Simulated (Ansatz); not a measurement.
# AlZnSb: the cost of one run

Computed with Ansatz 0.2.0 (DFT PBE, scalar-relativistic, plane waves, PAW, unless a step's input says otherwise).

**1. The starting structure**

It takes space group P4/nmm (No. 129, tetragonal). Conventional cell: a = 4.128 Å, b = 4.128 Å, c = 6.812 Å, α = 90.00°, β = 90.00°, γ = 90.00°. Al (site symmetry 4mm) is surrounded by 5 Sb at 2.82 to 2.98 Å and 4 Zn at 3.09 Å. Zn (site symmetry -4m2) has 4 Sb at 2.67 Å and 4 Zn at 2.92 Å in its first shell of neighbours. Sb (site symmetry 4mm) has 4 Zn at 2.67 Å and 5 Al at 2.82 to 2.98 Å in its first shell of neighbours.

Structure file:

```cif
data_structure
_symmetry_space_group_name_H-M 'P4/nmm:1'
_symmetry_Int_Tables_number 129
_cell_length_a 4.1277
_cell_length_b 4.1277
_cell_length_c 6.8123
_cell_angle_alpha 90.000
_cell_angle_beta 90.000
_cell_angle_gamma 90.000
_cell_volume 116.07
loop_
_atom_site_label
_atom_site_type_symbol
_atom_site_symmetry_multiplicity
_atom_site_Wyckoff_symbol
_atom_site_fract_x
_atom_site_fract_y
_atom_site_fract_z
_atom_site_occupancy
Al1 Al 2 c 0.50000 0.00000 0.16230 1
Zn1 Zn 2 b 0.00000 0.00000 0.50000 1
Sb1 Sb 2 c 0.50000 0.00000 0.74830 1
```

This is candidate A: MgMnGe type (P4/nmm, No. 129).

(A quick probe on a coarse mesh, which set the mesh and smearing, is not shown.)

**3. A loose first relaxation (candidate A)**

input.yaml reads:

```yaml
crystal:
  lattice:
    - [4.1277155741, 0.0, 0.0]
    - [0.0, 4.1277155741, 0.0]
    - [0.0, 0.0, 6.8122902876]
  atoms:
    - { symbol: Al, position: [0.5, 0.0, 0.1623] }
    - { symbol: Al, position: [0.0, 0.5, 0.8377] }
    - { symbol: Zn, position: [0.0, 0.0, 0.5] }
    - { symbol: Zn, position: [0.5, 0.5, 0.5] }
    - { symbol: Sb, position: [0.5, 0.0, 0.7483] }
    - { symbol: Sb, position: [0.0, 0.5, 0.2517] }
basis:
  ecutwfc: 420
kpoints:
  mp_grid: { grid: [4, 4, 4] }
hamiltonian:
  xc: pbe
scf:
  occupations: { method: gaussian, width: 0.1 }
  lower_state_search: "off"
output:
  forces: true
  stress: true
  eigenvalues: true
relax:
  adjacent_minimum: "off"
  f_tol: 0.04
  max_steps: 70
  cell: { stress_tol: 0.4 }
```

The run is started by

```console
$ ansatz run input.yaml --threads 1 --pin off --max-ram 2560MiB --backend cpu --events-out ev --progress --plain --runs-dir out
```

**Question.** How long does this run take on 1 thread of Oxide Virtual Turin-like (Zen 5), shared host, and how much memory does it need?

About 59 s, with a peak of 0.47 GiB.
